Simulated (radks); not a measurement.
# Dipole-allowed lines with 48 electrons: Pm¹³⁺

Aim: excitation energies and oscillator strengths as poles of the dipole polarisability below minus the highest eigenvalue. Time-dependent linear response with the Hartree and adiabatic LDA kernel follows each ground state; no spin-orbit coupling. Its values go to the run's result record, not to the log.

Program: radks (a radial shooting solver on a logarithmic mesh, Libxc functionals) version 1. Level of theory: scalar-relativistic Kohn-Sham, PBE, spin-unpolarised, spherical densities, finite nucleus. These are calculated values, not measurements, unless marked.

**1. Starting point**

| Property | Result |
| --- | --- |
| species | Pm¹³⁺ ([Kr] 4d10 5s2) |

**2. Pm¹³⁺, [Kr] 4d10 5s2**

Input:

```text
Z 61
configuration [Kr] 4d10 5s2 5p0 6s0 4f0 5d0
relativity scalar-relativistic
functional pbe,pbe
spin unpolarised
nucleus finite rms 4.962 fm
c 137.035999084
response adiabatic LDA kernel, real frequencies
```

On the command line:

```console
python run_ks.py task.json out
```

All runs below come from this command, one after another.

**Question.** What will this run give?

The runs gave:

```tsv
species	−ε(HOMO) (eV)	lowest orbital gap (eV)	first line (eV)	f	strongest line (eV)	its f	static α (bohr³)	measured (eV)
Pm¹³⁺	243.21	5s-5p 28.550	32.948	1.52	159.57	5.64	1.348	-
```

**Reading.** In Pm¹³⁺ the response moves the first line 4.398 eV above the bare orbital gap, and the lines found carry 98 % of the static polarisability. Very weak lines can be missed, and lines above minus the highest eigenvalue dissolve into this model's continuum.
